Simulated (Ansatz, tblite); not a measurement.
**Al13As13 zinc blende bond sphere (Al13As13H30): a ladder of methods and basis sets**

How do method and basis change the picture of Al13As13 zinc blende bond sphere (Al13As13H30) (singlet)?

Program: Ansatz 0.2.0, Gaussian basis. Level of theory: as each input shows. These are calculated values, not measurements.

The runs, in order: GFN1-xTB, GFN2-xTB, PBE-D4/def2-TZVP, r2SCAN-D4/def2-TZVP, B97M-V/def2-TZVP, PBE-D4/def2-SVP, PBE0-D4/def2-SVP, HF/STO-3G, MP2/def2-SVP.

1 further run of the same task is left out (set aside as unsound or not needed). Runs told in other sessions of the task aren't counted.

### 1 The structure

The geometry is that of the singlet, from an earlier relaxation (r2SCAN-D4/def2-SVP).

56 atoms, charge 0, spin multiplicity 1.

Bond lengths: Al1–As14 2.489 Å, Al1–As15 2.490 Å, Al1–As17 2.485 Å, Al1–H27 1.586 Å, Al2–As14 2.453 Å, Al2–As16 2.504 Å, Al2–As18 2.492 Å, Al2–H28 1.586 Å, Al3–As14 2.529 Å, Al3–As19 2.529 Å, Al3–H29 1.591 Å, Al3–H30 1.595 Å, Al4–As17 2.485 Å, Al4–As19 2.489 Å, Al4–As20 2.489 Å, Al4–H31 1.586 Å, Al5–As18 2.492 Å, Al5–As19 2.453 Å and more. Angles: As14–Al1–As15 111.4°, As14–Al1–As17 104.8°, As14–Al1–H27 111.2°, As15–Al1–As17 104.8°, As15–Al1–H27 111.2°, As17–Al1–H27 113.1°, As14–Al2–As16 105.5°, As14–Al2–As18 101.6°, As14–Al2–H28 119.6°, As16–Al2–As18 103.8°, As16–Al2–H28 111.1°, As18–Al2–H28 113.6°, As14–Al3–As19 96.2°, As14–Al3–H29 109.2°, As14–Al3–H30 107.8°, As19–Al3–H29 109.2°, As19–Al3–H30 107.8°, H29–Al3–H30 123.2° and more.

PBE0-D4/def2-TZVP was run before; its log isn't repeated, and its numbers join the tables.

### 2 GFN1-xTB

Tight binding, by tblite at 300 K electronic temperature and without a spin-polarisation term:

```python
tblite.interface.Calculator('GFN1-xTB', numbers, positions, charge=0, uhf=0).singlepoint()
```

Energy -1748.4077 eV, HOMO -10.17 eV, LUMO -6.84 eV; 0.7 s.

### 3 GFN2-xTB

Tight binding, by tblite at 300 K electronic temperature and without a spin-polarisation term:

```python
tblite.interface.Calculator('GFN2-xTB', numbers, positions, charge=0, uhf=0).singlepoint()
```

Energy -1636.4332 eV, HOMO -9.52 eV, LUMO -6.95 eV; 0.81 s.

### 4 PBE-D4/def2-TZVP

start.molden holds the orbitals of an earlier run on this state, given as this run's starting guess.

in.yaml reads:

```yaml
crystal:
  periodic: [false, false, false]
  atoms:
    - {symbol: Al, position_ang: [-2.188682, -2.187170, -0.661131]}
    - {symbol: Al, position_ang: [-2.283073, 0.817408, -3.622069]}
    - {symbol: Al, position_ang: [-5.202579, 0.779443, -0.774241]}
    - {symbol: Al, position_ang: [-2.185552, 0.664976, 2.188721]}
    - {symbol: Al, position_ang: [-2.279800, 3.625153, -0.816510]}
    - {symbol: Al, position_ang: [0.813697, -2.282170, -3.623736]}
    - {symbol: Al, position_ang: [0.775246, -5.203660, -0.776967]}
    - {symbol: Al, position_ang: [0.664116, -2.187629, 2.187369]}
    - {symbol: Al, position_ang: [3.622458, -2.282350, -0.819184]}
    - {symbol: Al, position_ang: [0.666565, 0.666229, -0.667389]}
    - {symbol: Al, position_ang: [0.820320, 3.624544, 2.279401]}
    - {symbol: Al, position_ang: [3.625420, 0.816619, 2.278134]}
    - {symbol: Al, position_ang: [0.780935, 0.777582, 5.201745]}
    - {symbol: As, position_ang: [-3.517521, -0.607101, -2.052190]}
    - {symbol: As, position_ang: [-0.610378, -3.516817, -2.053616]}
    - {symbol: As, position_ang: [-0.723617, -0.720672, -4.836032]}
    - {symbol: As, position_ang: [-0.733943, -0.733928, 0.734955]}
    - {symbol: As, position_ang: [-0.787610, 2.083029, -2.082706]}
    - {symbol: As, position_ang: [-3.514539, 2.056727, 0.609349]}
    - {symbol: As, position_ang: [-0.604089, 2.056133, 3.515831]}
    - {symbol: As, position_ang: [-0.717580, 4.838277, 0.719527]}
    - {symbol: As, position_ang: [2.081128, -0.788318, -2.084208]}
    - {symbol: As, position_ang: [2.054237, -3.517125, 0.606869]}
    - {symbol: As, position_ang: [2.057180, -0.607985, 3.514572]}
    - {symbol: As, position_ang: [4.837058, -0.721064, 0.716519]}
    - {symbol: As, position_ang: [2.084101, 2.082584, 0.785007]}
    - {symbol: H, position_ang: [-3.132130, -3.130468, 0.196788]}
    - {symbol: H, position_ang: [-3.080006, 1.740372, -4.635543]}
    - {symbol: H, position_ang: [-6.047326, -0.172978, 0.180345]}
    - {symbol: H, position_ang: [-5.869488, 1.804018, -1.799147]}
    - {symbol: H, position_ang: [-3.129255, -0.190992, 3.133570]}
    - {symbol: H, position_ang: [-3.076626, 4.638995, -1.739188]}
    - {symbol: H, position_ang: [1.735442, -3.079176, -4.638302]}
    - {symbol: H, position_ang: [-0.177873, -6.047627, 0.177607]}
    - {symbol: H, position_ang: [1.798882, -5.871232, -1.802366]}
    - {symbol: H, position_ang: [-0.192551, -3.131030, 3.131855]}
    - {symbol: H, position_ang: [4.635694, -3.079141, -1.742583]}
    - {symbol: H, position_ang: [1.744346, 4.637996, 3.075172]}
    - {symbol: H, position_ang: [4.640116, 1.739311, 3.073854]}
    - {symbol: H, position_ang: [-0.173142, -0.175549, 6.046281]}
    - {symbol: H, position_ang: [1.806379, 1.801480, 5.868855]}
    - {symbol: H, position_ang: [-4.345184, -1.482391, -2.970093]}
    - {symbol: H, position_ang: [-1.486861, -4.343192, -2.971527]}
    - {symbol: H, position_ang: [-1.551289, -1.547450, -5.792151]}
    - {symbol: H, position_ang: [0.055241, 0.058276, -5.871443]}
    - {symbol: H, position_ang: [0.106625, 2.945569, -2.947254]}
    - {symbol: H, position_ang: [-4.340449, 2.975470, 1.485420]}
    - {symbol: H, position_ang: [-1.478840, 2.974860, 4.343153]}
    - {symbol: H, position_ang: [-1.543600, 5.795340, 1.546846]}
    - {symbol: H, position_ang: [0.061544, 5.872696, -0.060446]}
    - {symbol: H, position_ang: [2.944227, 0.105618, -2.948494]}
    - {symbol: H, position_ang: [2.973223, -4.343730, 1.482008]}
    - {symbol: H, position_ang: [2.976153, -1.483544, 4.340754]}
    - {symbol: H, position_ang: [5.794851, -1.547597, 1.542498]}
    - {symbol: H, position_ang: [5.870868, 0.058151, -0.064198]}
    - {symbol: H, position_ang: [2.947491, 2.945202, -0.110272]}
basis:
  gaussian: {orbitals: def2-TZVP, fitting: {mean_field: def2-universal-jkfit}, initial_orbitals: start.molden}
hamiltonian: {xc: pbe, dispersion: d4}
scf: {omitted_lower_state_checks: [starts]}
output: {orbitals: {seedname: orbitals}}
```

Started as:

```
> ansatz run in.yaml --threads 11 --pin off --events-out ev --progress --plain --max-ram 110592MiB --backend cuda --devices 0, --max-vram 75GiB
```

Further steps of the session: r2SCAN-D4/def2-TZVP; B97M-V/def2-TZVP; PBE-D4/def2-SVP; PBE0-D4/def2-SVP; HF/STO-3G; MP2/def2-SVP.

Q: Predict the results of all the runs planned. Wanted: gap in def2-TZVP, named functionals, smallest and largest; correlation energy, MP2/def2-SVP; binding an atom, functionals in def2-TZVP; PBE0 total energy, smallest basis above largest.

The runs gave:

| quantity | value |
| --- | --- |
| gap in def2-TZVP, named functionals, smallest and largest | 3.71 eV (PBE-D4), 5.34 eV (PBE0-D4) |
| correlation energy, MP2/def2-SVP | -109.16 eV |
| binding an atom, functionals in def2-TZVP | 2.84 (PBE0-D4) to 2.89 eV (B97M-V) |
| PBE0 total energy, smallest basis above largest | 126.89 eV (def2-SVP, def2-TZVP) |

**Reading.** Orbital gaps of the named functionals in def2-TZVP span 3.71 eV (PBE-D4) to 5.34 eV (PBE0-D4); exact exchange widens it.
